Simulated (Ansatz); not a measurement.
Turn this script for Ansatz 0.2.0 through its Python package into the input file that the command-line program reads.

Notebook, run cell by cell (the value of a cell's last expression is shown):

**Cell 1**
```python
import ansatz
from ase import Atoms
from ase.io import write
import matplotlib.pyplot as plt
import numpy as np

def edges_and_angles(cell):
    cell = np.asarray(cell)
    a, b, c = np.linalg.norm(cell, axis=1)
    cosines = cell[1] @ cell[2] / (b * c), cell[0] @ cell[2] / (a * c), cell[0] @ cell[1] / (a * b)
    return (a, b, c, *np.degrees(np.arccos(cosines)))

lattice = ansatz.Lattice.of(
    (4.446019, 0.0, 0.0),
    (0.0, 4.446019, 0.0),
    (0.0, 0.0, 4.446019),
)
sites = [
    ("Ca", (0.0, 0.0, 0.0)),
    ("Mg", (0.0, 0.5, 0.5)),
    ("Mg", (0.5, 0.0, 0.5)),
    ("Mg", (0.5, 0.5, 0.0)),
    ("O", (0.5, 0.0, 0.0)),
    ("O", (0.5, 0.5, 0.5)),
    ("O", (0.0, 0.0, 0.5)),
    ("O", (0.0, 0.5, 0.0)),
]
structure = ansatz.Crystal(lattice=lattice)
for symbol, position in sites:
    structure = structure.atom(symbol, position)
```

**Cell 2**
```python
calc = (
    structure.calculation()
    .scf(tolerance=1e-08)
    .occupations(ansatz.OccupationsMethod.FIXED)
    .functional(ansatz.Functional.PBESOL)
    .kpoints(4, 4, 4)
    .relax(force_tolerance=0.02, pressure=10)
)
steps = []


def follow(event):
    if event["event"] != "relax_step":
        return
    row = event["data"]
    steps.append(row)
    print(f"step {row['step']:3d}  E = {row['lagrangian_ev']:.5f} eV  largest force component = {row['allowed_force_max_ev_ang']:.4f} eV/A  P = {row['pressure_gpa']:.3f} GPa")
```

**Cell 3**
```python
result = calc.session().plan(threads=1).execute(on_event=follow)
r = result.report
```
Output:
```text
DeckWarning: basis.ecutwfc = 420 eV, auto-derived from the records' recommended cutoffs: set by Ca (normal level)
DeckWarning: relax.cell: scf.convergence.dr2_threshold = 1e-8 eV is looser than the 8e-10 eV advised for a relaxation that steers and ends on the stress (1e-10 eV for each atom of the cell: 8). What an SCF threshold leaves in a stress goes as its square root, and in the free energy as the threshold itself, and one threshold admits the most on a small cell: of the crystals measured, under no [...]
step   1  E = -9784.64118 eV  largest force component = 0.0000 eV/A  P = -4.211 GPa
step   2  E = -9784.64226 eV  largest force component = 0.0000 eV/A  P = 5.935 GPa
step   3  E = -9784.54253 eV  largest force component = 0.0000 eV/A  P = 10.560 GPa
step   4  E = -9784.55716 eV  largest force component = 0.0000 eV/A  P = 9.997 GPa
step   5  E = -9784.53908 eV  largest force component = 0.0000 eV/A  P = 9.532 GPa
step   6  E = -9784.52749 eV  largest force component = 0.0000 eV/A  P = 10.003 GPa
step   7  E = -9784.52678 eV  largest force component = 0.0000 eV/A  P = 9.992 GPa
```

**Cell 4**
```python
result.unlabelled_reasons
```

**Cell 5**
```python
first, last = steps[0], steps[-1]
symbols = [site.symbol for site in result.lattice.sites]
print(f"energy gained {first['lagrangian_ev'] - last['lagrangian_ev']:.4f} eV in {len(steps) - 1} steps")
for label, vectors in (("before", first["cell_ang"]), ("after", result.lattice.cell_ang)):
    print(label, "a b c (A) {:.4f} {:.4f} {:.4f}  angles {:.2f} {:.2f} {:.2f}".format(*edges_and_angles(vectors)), f" V = {abs(np.linalg.det(vectors)):.3f} A^3")
print("final stress xx yy zz (GPa, compression positive):", np.round(np.diag(r["stress_gpa"]), 3) + 0.0)
```
Output:
```text
energy gained -0.1144 eV in 6 steps
before a b c (A) 4.4460 4.4460 4.4460  angles 90.00 90.00 90.00  V = 87.885 A^3
after a b c (A) 4.3090 4.3090 4.3090  angles 90.00 90.00 90.00  V = 80.008 A^3
final stress xx yy zz (GPa, compression positive): [9.992 9.992 9.992]
```

**Cell 6**
```python
fig, (top, bottom) = plt.subplots(2, 1, sharex=True, figsize=(4.5, 4))
top.plot([s["lagrangian_ev"] - last["lagrangian_ev"] for s in steps], "o-")
top.set_ylabel("E - E(final) (eV)")
bottom.semilogy([max(s["allowed_force_max_ev_ang"], 1e-6) for s in steps], "s-")
bottom.set(xlabel="step", ylabel="largest force (eV/A)")
fig.tight_layout()
fig.savefig("relax.png", dpi=100)
```

**Cell 7**
```python
relaxed = Atoms(symbols, positions=[site.position_ang for site in result.lattice.sites], cell=result.lattice.cell_ang, pbc=True)
write("relaxed.extxyz", relaxed, format="extxyz")
```

**Cell 8**
```python
energy = r["free_energy_ev"]
print("CaMg3O4: {:.6f} eV = {:.6f} Ry = {:.6f} Ha".format(energy, energy / 13.605693, energy / 27.211386))
print("Fermi level {:.4f} eV, {} k-points, {} symmetry operations".format(r["fermi_energy_ev"], r["n_kpoints"], r["n_symmetry_ops"]))
```
Output:
```text
CaMg3O4: -9784.526778 eV = -719.149460 Ry = -359.574730 Ha
Fermi level 8.7146 eV, 10 k-points, 48 symmetry operations
```

`input.yaml`:
```yaml
crystal:
  lattice:
    - [4.446019, 0.0, 0.0]
    - [0.0, 4.446019, 0.0]
    - [0.0, 0.0, 4.446019]
  atoms:
    - { symbol: Ca, position: [0.0, 0.0, 0.0] }
    - { symbol: Mg, position: [0.0, 0.5, 0.5] }
    - { symbol: Mg, position: [0.5, 0.0, 0.5] }
    - { symbol: Mg, position: [0.5, 0.5, 0.0] }
    - { symbol: O, position: [0.5, 0.0, 0.0] }
    - { symbol: O, position: [0.5, 0.5, 0.5] }
    - { symbol: O, position: [0.0, 0.0, 0.5] }
    - { symbol: O, position: [0.0, 0.5, 0.0] }
kpoints:
  mp_grid: { grid: [4, 4, 4] }
hamiltonian:
  xc: pbesol
scf:
  convergence: { dr2_threshold: 1.0e-08 }
  occupations: { method: fixed }
relax:
  f_tol: 0.02
  cell: { p_target: 10.0 }
```

Launched from the shell:
```console
$ ansatz run input.yaml --threads 1 --pin off --max-ram 3072MiB --backend cpu --events-out ev --progress --plain --runs-dir out
Warning: relax.cell: scf.convergence.dr2_threshold = 1e-8 eV is looser than the 8e-10 eV advised for a relaxation that steers and ends on the stress (1e-10 eV for each atom of the cell: 8). What an SCF threshold leaves in a stress goes as its square root, and in the free energy as the threshold itself, and one threshold admits the most on a small cell: of [...]
Engine: ansatz 0.2.0, aarch64-unknown-linux-gnu
Pseudopotentials: kind: paw
Pseudopotential: Ca, paw, valence charge 10, recommended cutoff 420 eV (normal), Ca.paw.azcp
Pseudopotential: Mg, paw, valence charge 10, recommended cutoff 420 eV (normal), Mg.paw.azcp
Pseudopotential: O, paw, valence charge 6, recommended cutoff 420 eV (normal), O.paw.azcp
Functional definition: PBEsol
  exchange = pbesol_x
  correlation = pbesol_c
Crystal: 8 atoms, lattice volume = 87.885 Å³
Basis set: ecut = 420 eV, 1743 PW (Γ), exchange–correlation on 60×60×60 points (8 copies of the dense FFT grid, shifted against one another)
Bands: 40, of which v1, the nominal top of the filled ones, is band 32 counted from 1 (31 counted from 0)
Symmetry: 48 space group operations
Space group: Pm-3m (ITA 221), of the structure as read, at distance tolerance 4.4e-5 Å
k-points: 10 of 64
Non-local potential: Ca, projectors of the file, l = 0: 3, l = 1: 2, l = 2: 2
Non-local potential: Mg, projectors of the file, l = 0: 3, l = 1: 2, l = 2: 1
Non-local potential: O, projectors of the file, l = 0: 2, l = 1: 2, l = 2: 1
PAW form: soft (Blöchl's): semilocal exchange-correlation on the pseudo side does not see the compensation charge
PAW frozen core: Ca, regenerated for the run's functional, and the local potential with it (the file was generated under x = pbe(κ = 0.804, μ = 0.2195149727645171), c = pbe(β = 0.06672455060314922))
PAW frozen core: Mg, regenerated for the run's functional, and the local potential with it (the file was generated under x = pbe(κ = 0.804, μ = 0.2195149727645171), c = pbe(β = 0.06672455060314922))
PAW frozen core: O, regenerated for the run's functional, and the local potential with it (the file was generated under x = pbe(κ = 0.804, μ = 0.2195149727645171), c = pbe(β = 0.06672455060314922))
PAW one-centre angular grid: Ca, 110 points (default); XC on 64 Gauss nodes
PAW one-centre angular grid: Mg, 110 points (default); XC on 64 Gauss nodes
PAW one-centre angular grid: O, 110 points (default); XC on 64 Gauss nodes
Initial density: superposition of atomic densities (neutral atoms: chi_scale 0, normalization atom), corrected by the library's trained network
Initial wavefunctions: pseudopotential atomic-orbital guess
Functional: x = pbesol(κ = 0.804, μ = 0.12345679012345678), c = pbesol(β = 0.046)
SCF iter   1: F=—  HF=-9784.680914 eV  |F-HF|=—  |Δ(HF+E_count)|=         —  Δρ=1.39e-2  dr2=1.41e-1  ethr=1.77e-3  ⟨swp⟩=4.7  Hψ=1488  notcnv=0  defer=45
preconditioner: auto → Resta (q_TF=auto, 2.588 Å⁻¹)  ε∞=3.5  [insulator: Δε(μ)=3.181 eV  Ē_g=15.320 eV  n_scr=26 (ndim 8)  ℏωp=24.4 eV  f_vac=0.000  ε∞_Penn≈3.5]
SCF iter   2: F=—  HF=-9784.643182 eV  |F-HF|=—  |Δ(HF+E_count)|=   3.77e-2  Δρ=2.90e-3  dr2=3.47e-3  ethr=2.20e-4  ⟨swp⟩=2.0  Hψ=654  notcnv=0  defer=55
SCF iter   3: F=—  HF=-9784.642294 eV  |F-HF|=—  |Δ(HF+E_count)|=   8.88e-4  Δρ=1.05e-3  dr2=8.07e-4  ethr=5.42e-6  ⟨swp⟩=2.0  Hψ=556  notcnv=0  defer=45
automatic band count: iteration 3 solves 39 bands in place of 40: the levels show a gap, and the empty bands left out lie too high to hold charge; the band table lists the bands solved (type scf.n_extra_bands for more)
SCF iter   4: F=—  HF=-9784.642150 eV  |F-HF|=—  |Δ(HF+E_count)|=   1.44e-4  Δρ=3.19e-4  dr2=8.33e-5  ethr=1.26e-6  ⟨swp⟩=2.8  Hψ=640  notcnv=0  defer=45
SCF iter   5: F=—  HF=-9784.641184 eV  |F-HF|=—  |Δ(HF+E_count)|=   9.66e-4  Δρ=1.93e-4  dr2=3.12e-5  ethr=1.30e-7  ⟨swp⟩=2.1  Hψ=555  notcnv=0  defer=37
SCF iter   6: F=—  HF=-9784.641178 eV  |F-HF|=—  |Δ(HF+E_count)|=   6.11e-6  Δρ=3.90e-5  dr2=8.74e-7  ethr=4.88e-8  ⟨swp⟩=2.0  Hψ=529  notcnv=0  defer=11
SCF iter   7: F=—  HF=-9784.641177 eV  |F-HF|=—  |Δ(HF+E_count)|=   2.35e-7  Δρ=5.29e-6  dr2=2.24e-8  ethr=1.37e-9  ⟨swp⟩=2.0  Hψ=538  notcnv=0  defer=11
SCF iter   8: F=-9784.641177 eV  HF=-9784.641177 eV  |F-HF|=8.09e-10  |Δ(HF+E_count)|=   2.97e-9  Δρ=1.51e-6  dr2=1.17e-9  ethr=1.56e-11  ⟨swp⟩=4.0  Hψ=1270  notcnv=0
SCF 1 converged in 8 iterations: F = -9784.641177 eV  dr2 = 1.17e-9
  greatest PAW one-centre occupation: 1.000 electrons in one spin orbital (limit 2), on the Mg atom at site 3 (counted from 0), in its partial waves of l = 0
relax step   1: F+E_penalty+E_count = -9784.64117736 eV  Δ(F+E_penalty+E_count) = +0.000e0 eV  max|allowed force component| = 4.679e-29 eV/Å  Δτ_max = 0.0000 Å  P = -4.211 GPa  Ω = 87.885 Å³  (8 SCF iters, accepted)
Crystal: 8 atoms, lattice volume = 82.082 Å³
Basis set: ecut = 420 eV, 1575 PW (Γ), exchange–correlation on 60×60×60 points (8 copies of the dense FFT grid, shifted against one another)
Initial density: handed on by an earlier stage of this run
Initial wavefunctions: those handed on with the density
iter 1 solved again at ethr=4.62e-5 eV; its pass at ethr=3.10e-3 eV (dr2=2.96e-2 eV) is discarded
SCF iter   1: F=—  HF=-9784.652517 eV  |F-HF|=—  |Δ(HF+E_count)|=         —  Δρ=5.86e-3  dr2=2.94e-2  ethr=4.62e-5  ⟨swp⟩=1.3  Hψ=1510  notcnv=0  defer=16
automatic band count: iteration 1 solves 37 bands in place of 40: the levels show a gap, and the empty bands left out lie too high to hold charge; the band table lists the bands solved (type scf.n_extra_bands for more)
preconditioner: auto → Resta (q_TF=auto, 2.617 Å⁻¹)  ε∞=3.9  [insulator: Δε(μ)=3.861 eV  Ē_g=14.910 eV  n_scr=26 (ndim 8)  ℏωp=25.3 eV  f_vac=0.000  ε∞_Penn≈3.9]
SCF iter   2: F=—  HF=-9784.644641 eV  |F-HF|=—  |Δ(HF+E_count)|=   7.88e-3  Δρ=2.26e-3  dr2=5.66e-3  ethr=4.60e-5  ⟨swp⟩=2.3  Hψ=546  notcnv=0  defer=23
SCF iter   3: F=—  HF=-9784.643367 eV  |F-HF|=—  |Δ(HF+E_count)|=   1.27e-3  Δρ=1.20e-3  dr2=1.71e-3  ethr=8.85e-6  ⟨swp⟩=2.6  Hψ=560  notcnv=0  defer=27
SCF iter   4: F=—  HF=-9784.643025 eV  |F-HF|=—  |Δ(HF+E_count)|=   3.41e-4  Δρ=3.87e-4  dr2=1.15e-4  ethr=2.67e-6  ⟨swp⟩=2.3  Hψ=540  notcnv=0  defer=24
SCF iter   5: F=—  HF=-9784.643013 eV  |F-HF|=—  |Δ(HF+E_count)|=   1.28e-5  Δρ=2.08e-4  dr2=2.73e-5  ethr=1.79e-7  ⟨swp⟩=2.0  Hψ=508  notcnv=0  defer=19
SCF iter   6: F=—  HF=-9784.642261 eV  |F-HF|=—  |Δ(HF+E_count)|=   7.51e-4  Δρ=4.60e-5  dr2=1.15e-6  ethr=4.26e-8  ⟨swp⟩=2.0  Hψ=650  notcnv=0  defer=13
SCF iter   7: F=—  HF=-9784.642259 eV  |F-HF|=—  |Δ(HF+E_count)|=   2.56e-6  Δρ=1.08e-5  dr2=7.51e-8  ethr=1.79e-9  ⟨swp⟩=2.0  Hψ=495  notcnv=0  defer=10
SCF iter   8: F=-9784.642259 eV  HF=-9784.642259 eV  |F-HF|=1.15e-9  |Δ(HF+E_count)|=   5.38e-9  Δρ=2.03e-6  dr2=2.18e-9  ethr=1.56e-11  ⟨swp⟩=4.0  Hψ=1370  notcnv=0
SCF 2 converged in 8 iterations: F = -9784.642259 eV  dr2 = 2.18e-9
relax step   2: F+E_penalty+E_count = -9784.64225878 eV  Δ(F+E_penalty+E_count) = -1.081e-3 eV  max|allowed force component| = 1.243e-29 eV/Å  Δτ_max = 0.0000 Å  P = +5.935 GPa  Ω = 82.082 Å³  energy of the carried Pulay correction = +2.225e-2 eV  (8 SCF iters, accepted)
Crystal: 8 atoms, lattice volume = 79.968 Å³
Basis set: ecut = 420 eV, 1551 PW (Γ), exchange–correlation on 60×60×60 points (8 copies of the dense FFT grid, shifted against one another)
[... 48 lines left out ...]
iter 1 solved again at ethr=6.38e-8 eV; its pass at ethr=3.10e-3 eV (dr2=4.08e-5 eV) is discarded
SCF iter   1: F=—  HF=-9784.527501 eV  |F-HF|=—  |Δ(HF+E_count)|=         —  Δρ=2.78e-5  dr2=1.23e-7  ethr=6.38e-8  ⟨swp⟩=3.0  Hψ=2444  notcnv=0  defer=56
preconditioner: auto → Resta (q_TF=auto, 2.629 Å⁻¹)  ε∞=3.5  [insulator: Δε(μ)=3.947 eV  Ē_g=16.089 eV  n_scr=26 (ndim 8)  ℏωp=25.6 eV  f_vac=0.000  ε∞_Penn≈3.5]
SCF iter   2: F=—  HF=-9784.526778 eV  |F-HF|=—  |Δ(HF+E_count)|=   7.23e-4  Δρ=1.23e-5  dr2=3.57e-8  ethr=1.91e-10  ⟨swp⟩=3.0  Hψ=869  notcnv=0  defer=39
SCF iter   3: F=-9784.526778 eV  HF=-9784.526778 eV  |F-HF|=1.14e-8  |Δ(HF+E_count)|=   1.30e-8  Δρ=7.27e-6  dr2=7.38e-9  ethr=1.56e-11  ⟨swp⟩=3.0  Hψ=1348  notcnv=0
SCF 7 converged in 3 iterations: F = -9784.526778 eV  dr2 = 7.38e-9
relax step   7: F+E_penalty+E_count = -9784.52677805 eV  Δ(F+E_penalty+E_count) = +7.098e-4 eV  max|allowed force component| = 8.184e-30 eV/Å  Δτ_max = 0.0000 Å  P = +9.992 GPa  Ω = 80.008 Å³  stress off target by 8.26e-3 GPa  SCF on the basis re-selected at this cell (its energy is not comparable with the rows above)  (3 SCF iters)
basis re-selected at this cell: Δ(F+E_penalty+E_count) = +7.098e-4 eV, ΔP = -0.011 GPa vs the last step (what re-selecting the basis moved, of the pressure what is left beyond the Pulay correction that the steps carried, after the strain that the cell walked since its last selection, with what the two solves' SCF thresholds leave and, on support functions, [...]
SCF converged after 3 iterations
Free energy (F): -9784.526778 eV
Harris-Foulkes:  -9784.526778 eV  (|F-HF|=1.14e-8)
Internal energy: -9784.526778 eV  (E = F + TS)
E sigma→0 (E₀):  -9784.526778 eV
Fermi energy:    8.714565 eV
--- Per-component energies (eV) ---
  E_band       = -943.981280
  E_kinetic    = 1228.500660
  E_local      = -5646.196484  (includes V_loc(G=0)·N_el)
  E_nonlocal   = 545.588212
  E_hartree    = 1942.933061
  E_xc         = -524.219235
  E_vxc        = -670.646845  (∫ρ·V_xc dr)
  E_paw        = -2290.152348  (= ΣΔE_a)
  E_vpaw       = -287.104078  (= ΣTr[D̂ρ^β])
  E_aug_tail   = 0.009830  (compensation charges beyond the density's cutoff)
  E_ewald      = -5041.427007
  E_core_change = 0.436533  (= ΣΔE_core)
  E_smearing   = -0.000000  (= −TS)
  E_closure    = 0.000000  (closes the sum)
  Σ components = -9784.526778   (vs F -9784.526778, Δ=0.00e0)
--- Forces (eV/Å), atoms counted from 1 ---
  atom   1  Ca     0.00000000    -0.00000000     0.00000000
  atom   2  Mg     0.00000000    -0.00000000     0.00000000
  atom   3  Mg    -0.00000000    -0.00000000     0.00000000
  atom   4  Mg     0.00000000     0.00000000    -0.00000000
  atom   5  O     -0.00000000     0.00000000     0.00000000
  atom   6  O     -0.00000000    -0.00000000    -0.00000000
  atom   7  O     -0.00000000     0.00000000     0.00000000
  atom   8  O     -0.00000000    -0.00000000     0.00000000
  max |Σ_I F_I| component: 2.14e-29 eV/Å
--- Stress (GPa, compression-positive) ---
        9.991739       0.000000       0.000000
        0.000000       9.991739      -0.000000
        0.000000      -0.000000       9.991739
  P = ⅓ Tr σ = 9.9917 GPa (99.917 kbar)
--- Relaxed structure (5 steps of the walk, 5 accepted, 2 SCFs on fresh bases) ---
  F+E_penalty+E_count = -9784.52677805 eV   max|allowed force component| = 8.184e-30 eV/Å   (the final SCF, on the basis selected at the relaxed cell)
  cell:  # Å, volume = 80.0079 Å³
    - [4.309012061895036, 1.813584030964647e-33, 5.376554428081034e-34]
    - [1.813584030964647e-33, 4.309012061895036, 2.5679065925163143e-34]
    - [5.376554428081034e-34, 2.5679065925163143e-34, 4.309012061895036]
  atoms:
    - { symbol: Ca, position: [-3.948262248274831e-37, -1.722958190880105e-37, -1.3395889769930558e-37] }
    - { symbol: Mg, position: [2.312553602478772e-36, 0.5, 0.5] }
    - { symbol: Mg, position: [0.5, 3.9218229969561743e-38, 0.5] }
    - { symbol: Mg, position: [0.5, 0.5, 2.0446358069756555e-37] }
    - { symbol: O, position: [0.5, 1.8582390513916532e-36, -1.3395889770585926e-37] }
    - { symbol: O, position: [0.5, 0.5, 0.5] }
    - { symbol: O, position: [-3.94826224788686e-37, -1.9772157039571884e-36, 0.5] }
    - { symbol: O, position: [-3.948262247929838e-37, 0.5, -2.4676639050865264e-37] }
```

Reading the output:
- Absolute energies stand on the zero of these potentials, so only differences at equal settings mean something. A total without «per atom» is that of the cell as typed.
- Forces vanish by symmetry, so the ions can't move, and the end may be a saddle.
- Part of the cell is held or a pressure is applied, so the end point needn't be the zero-pressure lattice.
- At a fixed pressure a relaxation lowers the enthalpy F + PV, while F alone can rise.
- Under fixed occupations the level called the Fermi level is the highest filled one on the SCF mesh; off the mesh a filled band can lie a little above it.
- The zero of the levels is a convention of the potentials, so an absolute Fermi energy is no work function.
- Energies along a relaxation are free energies. Rows at an unchanged volume are solved on a plane-wave basis chosen afresh for that cell, so the energy jumps there and such rows are no steps of the walk.
- Symmetry holds the cell in this phase, whether or not it is the stable one at this pressure.
- This cell is a computed structure, which may not be the phase found in nature.
- Warnings are shown shortened and without file and line.
- Timing: 12 s on 1 thread of Arm Neoverse V2 (shared host), peak memory 0.48 GiB.

(Lines on the test bed's own set-up are left out of the output.)
